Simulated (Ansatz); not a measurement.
# Alloy of GaAs and GaSb (28 of 32 As sites exchanged), 64 atoms

How does this alloy cell relax, and what gap do PBEsol and r²SCAN give?

Method: density functional theory in Ansatz 0.2.0, PAW datasets, plane waves.

### Step 1. The starting cell

64 atoms (32 Ga, 28 Sb, 4 As); a = 12.118 Å, b = 12.118 Å, c = 12.118 Å, α = 90.00°, β = 90.00°, γ = 90.00°. All atoms were shaken off their sites by about 0.02 Å along each axis.

Steps to follow: (2) PBEsol cell relaxation at the single k point (¼, ¼, ¼), on 1 × NVIDIA H100 80GB HBM3 with 4 threads of AMD EPYC 7R13; (3) r²SCAN single point at the single k point (¼, ¼, ¼), on 1 × NVIDIA H100 80GB HBM3 with 4 threads of AMD EPYC 7R13.

### Step 2. PBEsol relaxation of the cell and the positions

The input, in.yaml:

```yaml
crystal:
  lattice:
    - [12.117973, 0.000000, 0.000000]
    - [0.000000, 12.117973, 0.000000]
    - [0.000000, 0.000000, 12.117973]
  atoms:
    - { symbol: Ga, position: [0.999883, 0.997405, 0.999329] }
    - { symbol: Ga, position: [0.001975, 0.000078, 0.500141] }
    - { symbol: Ga, position: [0.999943, 0.500611, 0.999986] }
    - { symbol: Ga, position: [0.999234, 0.498486, 0.500889] }
    - { symbol: Ga, position: [0.502228, 0.999955, 0.000318] }
    - { symbol: Ga, position: [0.501202, 0.999652, 0.498777] }
    - { symbol: Ga, position: [0.499681, 0.500719, 0.999151] }
    - { symbol: Ga, position: [0.500524, 0.500172, 0.498752] }
    - { symbol: Ga, position: [0.250696, 0.248499, 0.999410] }
    - { symbol: Ga, position: [0.250071, 0.251146, 0.498894] }
    - { symbol: Ga, position: [0.248831, 0.749564, 0.001264] }
    - { symbol: Ga, position: [0.249869, 0.751716, 0.504401] }
    - { symbol: Ga, position: [0.750857, 0.247892, 0.998527] }
    - { symbol: Ga, position: [0.746964, 0.249601, 0.496312] }
    - { symbol: Ga, position: [0.750360, 0.746118, 0.999493] }
    - { symbol: Ga, position: [0.752519, 0.746574, 0.497090] }
    - { symbol: Ga, position: [0.252588, 0.998992, 0.249087] }
    - { symbol: Ga, position: [0.251763, 0.000952, 0.748782] }
    - { symbol: Ga, position: [0.249724, 0.498761, 0.249315] }
    - { symbol: Ga, position: [0.249542, 0.498957, 0.751044] }
    - { symbol: Ga, position: [0.746939, 0.999746, 0.253782] }
    - { symbol: Ga, position: [0.750394, 0.000827, 0.748274] }
    - { symbol: Ga, position: [0.749501, 0.496179, 0.252501] }
    - { symbol: Ga, position: [0.749058, 0.497856, 0.751490] }
    - { symbol: Ga, position: [0.999438, 0.249786, 0.247424] }
    - { symbol: Ga, position: [0.001279, 0.248740, 0.749246] }
    - { symbol: Ga, position: [0.000309, 0.752460, 0.250786] }
    - { symbol: Ga, position: [0.997872, 0.749689, 0.752346] }
    - { symbol: Ga, position: [0.499967, 0.250988, 0.250716] }
    - { symbol: Ga, position: [0.498800, 0.248892, 0.747155] }
    - { symbol: Ga, position: [0.501278, 0.749427, 0.247985] }
    - { symbol: Ga, position: [0.498799, 0.748123, 0.751752] }
    - { symbol: Sb, position: [0.121751, 0.126512, 0.122766] }
    - { symbol: Sb, position: [0.124636, 0.122072, 0.622128] }
    - { symbol: Sb, position: [0.124166, 0.624322, 0.125435] }
    - { symbol: Sb, position: [0.124273, 0.623044, 0.625703] }
    - { symbol: Sb, position: [0.625263, 0.126245, 0.124062] }
    - { symbol: Sb, position: [0.628282, 0.125172, 0.625548] }
    - { symbol: Sb, position: [0.626253, 0.624585, 0.122418] }
    - { symbol: Sb, position: [0.375098, 0.375625, 0.123530] }
    - { symbol: Sb, position: [0.376699, 0.376647, 0.623933] }
    - { symbol: Sb, position: [0.370849, 0.874271, 0.620612] }
    - { symbol: Sb, position: [0.876593, 0.375580, 0.129938] }
    - { symbol: Sb, position: [0.874783, 0.374247, 0.622986] }
    - { symbol: Sb, position: [0.873850, 0.876023, 0.624048] }
    - { symbol: Sb, position: [0.380404, 0.123573, 0.373402] }
    - { symbol: Sb, position: [0.373562, 0.124770, 0.873479] }
    - { symbol: Sb, position: [0.376279, 0.622515, 0.373828] }
    - { symbol: Sb, position: [0.372350, 0.624480, 0.874098] }
    - { symbol: Sb, position: [0.874765, 0.122826, 0.375508] }
    - { symbol: Sb, position: [0.875381, 0.125579, 0.876565] }
    - { symbol: Sb, position: [0.875021, 0.627882, 0.375722] }
    - { symbol: Sb, position: [0.874520, 0.625548, 0.875767] }
    - { symbol: Sb, position: [0.127856, 0.377537, 0.875480] }
    - { symbol: Sb, position: [0.120672, 0.874258, 0.376093] }
    - { symbol: Sb, position: [0.123105, 0.877035, 0.873968] }
    - { symbol: Sb, position: [0.626492, 0.372791, 0.375219] }
    - { symbol: Sb, position: [0.621902, 0.373296, 0.877104] }
    - { symbol: Sb, position: [0.624357, 0.871336, 0.375336] }
    - { symbol: Sb, position: [0.625854, 0.875861, 0.873728] }
    - { symbol: As, position: [0.622538, 0.625936, 0.626748] }
    - { symbol: As, position: [0.373911, 0.875649, 0.126274] }
    - { symbol: As, position: [0.871633, 0.874416, 0.125905] }
    - { symbol: As, position: [0.126750, 0.371227, 0.375675] }
  symmetry: { detect: false }
kpoints:
  mp_grid: { grid: [1, 1, 1], shift: [0.25, 0.25, 0.25] }
hamiltonian:
  xc: pbesol
scf:
  occupations: { method: fermi_dirac, width: 0.01 }
relax:
  f_tol: 0.03
  max_steps: 80
  escape_saddle: false
  adjacent_minimum: "off"
  cell: { fix: [shape] }
output:
  forces: true
  eigenvalues: true
  populations: true
```

Launch:

```console
ansatz run in.yaml --threads 4 --pin off --max-ram 61750MiB --runs-dir r --events-out ev --progress --plain --backend cuda --devices 0, --max-vram 37GiB
```

The log of the run:

```text
Pseudopotentials: kind: paw
Functional definition: PBEsol
  exchange = pbesol_x
  correlation = pbesol_c
Crystal: 64 atoms, lattice volume = 1779.467 Å³
Basis set: ecut = 420 eV, 34889 PW (Γ), exchange–correlation on 162×162×162 points (8 copies of the dense FFT grid, shifted against one another)
Bands: 538, of which v1, the nominal top of the filled ones, is band 448 counted from 1 (447 counted from 0)
Symmetry: 1 space group operations
k-points: 1
Non-local potential: Ga, projectors of the file, l = 0: 2, l = 1: 2, l = 2: 3, l = 3: 1
Non-local potential: Sb, projectors of the file, l = 0: 2, l = 1: 2, l = 2: 2, l = 3: 2
Non-local potential: As, projectors of the file, l = 0: 2, l = 1: 2, l = 2: 3, l = 3: 1
PAW form: soft (Blöchl's): semilocal exchange-correlation on the pseudo side does not see the compensation charge
PAW frozen core: Ga, regenerated for the run's functional, and the local potential with it (the file was generated under x = pbe(κ = 0.804, μ = 0.2195149727645171), c = pbe(β = 0.06672455060314922))
PAW frozen core: Sb, regenerated for the run's functional, and the local potential with it (the file was generated under x = pbe(κ = 0.804, μ = 0.2195149727645171), c = pbe(β = 0.06672455060314922))
PAW frozen core: As, regenerated for the run's functional, and the local potential with it (the file was generated under x = pbe(κ = 0.804, μ = 0.2195149727645171), c = pbe(β = 0.06672455060314922))
PAW one-centre angular grid: Ga, 590 points (default); XC on 64 Gauss nodes
PAW one-centre angular grid: Sb, 590 points (default); XC on 64 Gauss nodes
PAW one-centre angular grid: As, 590 points (default); XC on 64 Gauss nodes
Initial density: superposition of atomic densities (neutral atoms: chi_scale 0, normalization atom), corrected by the library's trained network
Initial wavefunctions: pseudopotential atomic-orbital guess
Functional: x = pbesol(κ = 0.804, μ = 0.12345679012345678), c = pbesol(β = 0.046)
SCF iter   1: F=—  HF=-318468.337482 eV  |F-HF|=—  |Δ(HF+E_count)|=         —  Δρ=3.43e-3  dr2=2.63e-1  ethr=1.77e-3  ⟨swp⟩=6.0  Hψ=1964  notcnv=0  defer=31
preconditioner: auto → Resta (q_TF=auto, 2.433 Å⁻¹)  ε∞=3.4  [insulator: Δε(μ)=0.723 eV  Ē_g=13.683 eV  σ=0.010 eV  W_gap=1.00  n_scr=460 (ndim 8)  ℏωp=21.1 eV  f_vac=0.091  D(μ)=0.00/eV (n_scr^D=0)  ε∞_Penn≈3.4]
SCF iter   2: F=—  HF=-318468.222383 eV  |F-HF|=—  |Δ(HF+E_count)|=   1.15e-1  Δρ=1.95e-3  dr2=7.96e-2  ethr=2.94e-5  ⟨swp⟩=2.0  Hψ=886  notcnv=0  defer=85
SCF iter   3: F=—  HF=-318468.220019 eV  |F-HF|=—  |Δ(HF+E_count)|=   2.36e-3  Δρ=5.45e-4  dr2=1.32e-2  ethr=8.89e-6  ⟨swp⟩=3.0  Hψ=911  notcnv=0  defer=85
SCF iter   4: F=—  HF=-318468.221368 eV  |F-HF|=—  |Δ(HF+E_count)|=   1.35e-3  Δρ=2.44e-4  dr2=1.64e-3  ethr=1.47e-6  ⟨swp⟩=2.0  Hψ=906  notcnv=0  defer=85
SCF iter   5: F=—  HF=-318468.216090 eV  |F-HF|=—  |Δ(HF+E_count)|=   5.28e-3  Δρ=1.36e-4  dr2=8.51e-4  ethr=1.83e-7  ⟨swp⟩=2.0  Hψ=905  notcnv=0  defer=85
SCF iter   6: F=—  HF=-318468.216034 eV  |F-HF|=—  |Δ(HF+E_count)|=   5.57e-5  Δρ=4.66e-5  dr2=4.58e-5  ethr=9.50e-8  ⟨swp⟩=2.0  Hψ=740  notcnv=0  defer=85
SCF iter   7: F=—  HF=-318468.221840 eV  |F-HF|=—  |Δ(HF+E_count)|=   5.81e-3  Δρ=3.84e-5  dr2=1.83e-5  ethr=5.11e-9  ⟨swp⟩=2.0  Hψ=986  notcnv=0  defer=85
SCF iter   8: F=—  HF=-318468.221834 eV  |F-HF|=—  |Δ(HF+E_count)|=   6.62e-6  Δρ=1.10e-5  dr2=2.11e-6  ethr=2.04e-9  ⟨swp⟩=2.0  Hψ=901  notcnv=0  defer=85
SCF iter   9: F=—  HF=-318468.221834 eV  |F-HF|=—  |Δ(HF+E_count)|=   3.73e-7  Δρ=2.69e-6  dr2=1.44e-7  ethr=2.35e-10  ⟨swp⟩=2.0  Hψ=901  notcnv=0  defer=85
SCF iter  10: F=-318468.221834 eV  HF=-318468.221834 eV  |F-HF|=1.54e-8  |Δ(HF+E_count)|=   1.31e-7  Δρ=1.06e-6  dr2=2.30e-8  ethr=1.12e-11  ⟨swp⟩=12.0  Hψ=3208  notcnv=0
SCF 1 converged in 10 iterations: F = -318468.221834 eV  dr2 = 2.30e-8
relax step   1: F+E_penalty+E_count = -318468.22183437 eV  Δ(F+E_penalty+E_count) = +0.000e0 eV  max|allowed force component| = 1.022e0 eV/Å  Δτ_max = 0.0000 Å  P = +0.190 GPa  Ω = 1779.467 Å³  fix = [alpha, beta, gamma, b/a, c/a]  reactions: b/a +0.019, c/a -0.020 GPa; alpha +0.620, beta +0.825, gamma +0.671 GPa/rad  (10 SCF iters, dr2 threshold 1.00e-7 eV, accepted)
[... 13 lines left out ...]
relax step   2: F+E_penalty+E_count = -318469.60780559 eV  Δ(F+E_penalty+E_count) = -1.386e0 eV  max|allowed force component| = 2.977e-1 eV/Å  Δτ_max = 0.1975 Å  P = -0.144 GPa  Ω = 1779.427 Å³  energy of the carried Pulay correction = +8.373e-6 eV  fix = [alpha, beta, gamma, b/a, c/a]  reactions: b/a +0.003, c/a -0.005 GPa; alpha +0.734, beta +0.658, gamma +0.746 GPa/rad  (7 SCF iters, dr2 thresh [...]
[... 11 lines left out ...]
relax step   3: F+E_penalty+E_count = -318469.72498246 eV  Δ(F+E_penalty+E_count) = -1.172e-1 eV  max|allowed force component| = 2.867e-2 eV/Å  Δτ_max = 0.0407 Å  P = +0.008 GPa  Ω = 1774.191 Å³  energy of the carried Pulay correction = +1.111e-3 eV  fix = [alpha, beta, gamma, b/a, c/a]  reactions: b/a +0.000, c/a +0.001 GPa; alpha +0.720, beta +0.717, gamma +0.715 GPa/rad  (6 SCF iters, dr2 thres [...]
[... 10 lines left out ...]
relax step   4: F+E_penalty+E_count = -318469.72423534 eV  Δ(F+E_penalty+E_count) = +7.471e-4 eV  max|allowed force component| = 2.866e-2 eV/Å  Δτ_max = 0.0000 Å  P = +0.008 GPa  Ω = 1774.191 Å³  fix = [alpha, beta, gamma, b/a, c/a]  reactions: b/a +0.000, c/a +0.001 GPa; alpha +0.720, beta +0.717, gamma +0.715 GPa/rad  stress off target by 7.50e-3 GPa on what of the cell is left free  SCF on the [...]
SCF converged after 6 iterations
Free energy (F): -318469.724235 eV
Harris-Foulkes:  -318469.724235 eV  (|F-HF|=2.33e-10)
Internal energy: -318469.724235 eV  (E = F + TS)
E sigma→0 (E₀):  -318469.724235 eV
Fermi energy:    7.808420 eV
--- Per-component energies (eV) ---
  E_band       = -8635.944371
  E_kinetic    = 9939.317213
  E_local      = -125509.530560  (includes V_loc(G=0)·N_el)
  E_nonlocal   = 21157.764037
  E_hartree    = 58378.032492
  E_xc         = -6351.960517
  E_vxc        = -4876.078280  (∫ρ·V_xc dr)
  E_paw        = -195562.519343  (= ΣΔE_a)
  E_vpaw       = -26103.474350  (= ΣTr[D̂ρ^β])
  E_aug_tail   = -0.003758  (compensation charges beyond the density's cutoff)
  E_ewald      = -80561.596801
  E_core_change = 40.773001  (= ΣΔE_core)
  E_smearing   = -0.000000  (= −TS)
  E_closure    = -0.000000  (closes the sum)
  Σ components = -318469.724235   (vs F -318469.724235, Δ=0.00e0)
--- Forces (eV/Å), atoms counted from 1 ---
  atom   1  Ga     0.02212118    -0.01792038     0.00059210
  atom   2  Ga    -0.01496253     0.00416552     0.00257773
  atom   3  Ga    -0.01359335    -0.01057395     0.02293473
  atom   4  Ga    -0.00621556     0.00227386    -0.00080573
  atom   5  Ga     0.00809995     0.00714490     0.02100310
  atom   6  Ga     0.00199467    -0.00985293    -0.00716955
  atom   7  Ga     0.00044607    -0.00846429     0.01784208
  atom   8  Ga     0.00193057    -0.00443555    -0.00071023
  atom   9  Ga    -0.00014961     0.01313008     0.00345422
  atom  10  Ga     0.00524961     0.00497788     0.01140310
  atom  11  Ga    -0.00814836     0.00172080    -0.00744499
  atom  12  Ga     0.01205050     0.00446983     0.00458231
  atom  13  Ga    -0.01227523     0.01005890     0.00063819
  atom  14  Ga     0.00768561     0.00327477     0.00375057
  atom  15  Ga     0.01002684    -0.00214878     0.00497693
  atom  16  Ga     0.00035649     0.02866141     0.01225160
  atom  17  Ga     0.00112043     0.00288255     0.00429228
  atom  18  Ga     0.00456070    -0.01803475    -0.00188445
  atom  19  Ga    -0.00217258     0.01661580    -0.01151658
  atom  20  Ga    -0.01174118     0.00615193    -0.00688637
  atom  21  Ga    -0.01002358    -0.00133494    -0.00244259
  atom  22  Ga     0.01341620    -0.00515395    -0.01077454
  atom  23  Ga     0.00903013    -0.00732518    -0.01050587
  atom  24  Ga    -0.00100776    -0.01298766     0.00122448
  atom  25  Ga    -0.00727630     0.00883278     0.00605778
  atom  26  Ga    -0.00385809    -0.00452732    -0.00517910
  atom  27  Ga     0.01977375    -0.00149552    -0.01551825
  atom  28  Ga     0.00111433     0.01129894    -0.01159829
  atom  29  Ga     0.00218517    -0.00664215    -0.01633172
  atom  30  Ga     0.01107964    -0.00087814    -0.00681763
  atom  31  Ga     0.00387420     0.00814617     0.01896459
  atom  32  Ga    -0.00633071     0.01279356    -0.01159648
  atom  33  Sb    -0.00369346    -0.00825571    -0.00337497
  atom  34  Sb    -0.00640368     0.00483740     0.00217540
  atom  35  Sb    -0.00738988    -0.01223197     0.00607628
  atom  36  Sb    -0.00046251    -0.00433201     0.00784013
  atom  37  Sb    -0.00083389    -0.00037326    -0.00507698
  atom  38  Sb    -0.01463521     0.00945468     0.01398799
  atom  39  Sb    -0.00997194     0.00082031    -0.01375885
  atom  40  Sb    -0.00004018    -0.00331940     0.00582465
  atom  41  Sb    -0.00493760    -0.00549888     0.00039543
  atom  42  Sb    -0.00518076    -0.00247399     0.00952178
  atom  43  Sb     0.00571544     0.00271795    -0.01255067
  atom  44  Sb     0.00008490    -0.00070809    -0.00117533
  atom  45  Sb    -0.00234042    -0.01779520     0.01206553
  atom  46  Sb    -0.01448631     0.01497294     0.00344120
  atom  47  Sb    -0.00690962    -0.00465158    -0.00080790
  atom  48  Sb    -0.01022177     0.00167159    -0.00833789
  atom  49  Sb    -0.00289058     0.00146635     0.00814433
  atom  50  Sb     0.01690749    -0.00621800    -0.00580953
  atom  51  Sb    -0.01198655     0.00791540    -0.00574910
  atom  52  Sb     0.00553700    -0.02227652     0.01176104
  atom  53  Sb    -0.00406751     0.01072509     0.00541558
  atom  54  Sb     0.01513402     0.00042755    -0.00167711
  atom  55  Sb     0.00646283    -0.00892218    -0.02116183
  atom  56  Sb     0.00774334     0.00576403    -0.00387251
  atom  57  Sb    -0.00742599     0.01425857     0.01176149
  atom  58  Sb     0.01360520    -0.00445554    -0.00343721
  atom  59  Sb     0.00162673     0.00084916     0.00614697
  atom  60  Sb    -0.00587547    -0.00046974    -0.00086743
  atom  61  As     0.01788574    -0.00543479    -0.01061271
  atom  62  As    -0.00137551    -0.01312802    -0.00649720
  atom  63  As    -0.00160575     0.00748297     0.00026011
  atom  64  As    -0.00633000     0.00235591    -0.00941506
  max |Σ_I F_I| component: 9.44e-7 eV/Å
--- Stress (GPa, compression-positive) ---
        0.006473      -0.714871      -0.716971
       -0.714871       0.007842      -0.719791
       -0.716971      -0.719791       0.008194
  P = ⅓ Tr σ = 0.0075 GPa (0.075 kbar)
--- Band table (eV) ---
  k-point 0: bands = [... 436 lower levels ..., "6.4807", "6.5095", "6.5229", "6.5340", "6.5770", "6.6795", "6.6883", "6.9097", "6.9459", "7.0093", "7.4449", "7.4523", "8.1606", "8.6755", "8.8184", "8.8248", "8.8480", "9.0481", "9.0970", "9.1110", "9.1535", "9.1642", "9.2319", "9.2987", ... 78 higher levels ...]
--- Relaxed structure (3 steps of the walk, 3 accepted, 1 SCFs on fresh bases) ---
  F+E_penalty+E_count = -318469.72423534 eV   max|allowed force component| = 2.866e-2 eV/Å   (the final SCF, on the basis selected at the relaxed cell)
  cell:  # Å, volume = 1774.1909 Å³
    - [12.105984480252985, -1.327689973643154e-111, 2.189267016380769e-143]
    - [-1.327689973643154e-111, 12.105984480252985, 1.327689973643154e-111]
    - [2.189267016380769e-143, 1.327689973643154e-111, 12.105984480252985]
  atoms:
    - { symbol: Ga, position: [0.9933179641469936, 0.9943304400780315, 1.0078316455198442] }
    - { symbol: Ga, position: [0.0003945317779197206, -0.0010710688529452928, 0.49859925087490203] }
[... 62 atoms left out; the next input holds them all, rounded ...]
--- Löwdin populations: 64 sites ---
  site symbol       q [e]
     0     Ga     13.2140
     1     Ga     13.3125
     2     Ga     13.3106
     3     Ga     13.2158
     4     Ga     13.2143
     5     Ga     13.3154
     6     Ga     13.3124
     7     Ga     13.2199
     8     Ga     13.3154
     9     Ga     13.2081
    10     Ga     13.2175
    11     Ga     13.3164
    12     Ga     13.3066
    13     Ga     13.3144
    14     Ga     13.2238
    15     Ga     13.2119
    16     Ga     13.2193
    17     Ga     13.3092
    18     Ga     13.2114
    19     Ga     13.3155
    20     Ga     13.2128
    21     Ga     13.3171
    22     Ga     13.3170
    23     Ga     13.2104
    24     Ga     13.2196
    25     Ga     13.3130
    26     Ga     13.2170
    27     Ga     13.3104
    28     Ga     13.3129
    29     Ga     13.3110
    30     Ga     13.2149
    31     Ga     13.2133
    32     Sb     14.6621
    33     Sb     14.6521
    34     Sb     14.6653
    35     Sb     14.6530
    36     Sb     14.6607
    37     Sb     14.6450
    38     Sb     14.6581
    39     Sb     14.6548
    40     Sb     14.6590
    41     Sb     14.6551
    42     Sb     14.6557
    43     Sb     14.6578
    44     Sb     14.6559
    45     Sb     14.6571
    46     Sb     14.6490
    47     Sb     14.6629
    48     Sb     14.6566
    49     Sb     14.6573
    50     Sb     14.6501
    51     Sb     14.6601
    52     Sb     14.6574
    53     Sb     14.6453
    54     Sb     14.6581
    55     Sb     14.6604
    56     Sb     14.6517
    57     Sb     14.6532
    58     Sb     14.6654
    59     Sb     14.6616
    60     As     14.9714
    61     As     14.9713
    62     As     14.9720
    63     As     14.9715
  spilling = 0.001428 (of n_electrons = 896.000000)
```

Run time: 32 s. Hardware: 1 × NVIDIA H100 80GB HBM3 with 4 threads of AMD EPYC 7R13, shared host; peak host memory 1.6 GiB.

The walk (solves on a freshly chosen basis count as rows, and their energies jump a little):

```tsv
accepted step	energy change (eV)	largest force component (eV/Å)	SCF cycles	pressure (GPa)
1	0.000	1.022	10	0.19
2	-1.386	0.298	7	-0.14
3	-1.503	0.029	6	0.01
4	-1.502	0.029	6	0.01
```

Largest shifts, less the median shift:

```tsv
atom	shift (Å)	dx	dy	dz
Ga21	0.176	0.119	-0.079	-0.104
Ga15	0.164	0.070	0.124	0.082
Ga25	0.162	0.101	0.062	0.111
Ga24	0.160	-0.054	0.115	-0.096
Ga16	0.158	-0.110	-0.058	0.097
Ga5	0.152	-0.105	-0.091	0.062
Ga32	0.143	0.104	-0.053	-0.083
Ga31	0.142	-0.108	0.071	-0.059
```

|  | before | after | change |
| --- | --- | --- | --- |
| a (Å) | 12.118 | 12.106 | -0.10 % |
| b (Å) | 12.118 | 12.106 | -0.10 % |
| c (Å) | 12.118 | 12.106 | -0.10 % |
| volume (Å³/atom) | 27.804 | 27.722 | -0.30 % |

Bond lengths by pair after relaxation (within a distance cut, which drops stretched bonds):

```tsv
pair	count	mean (Å)	spread (Å)	least	most
As–Ga	16	2.487	0.001	2.484	2.489
Ga–Sb	112	2.641	0.013	2.617	2.669
```

Top filled level 7.452 eV, lowest empty level 8.161 eV: 0.71 eV apart at the single k point (¼, ¼, ¼).

(Part 1 of 2 ends here.)
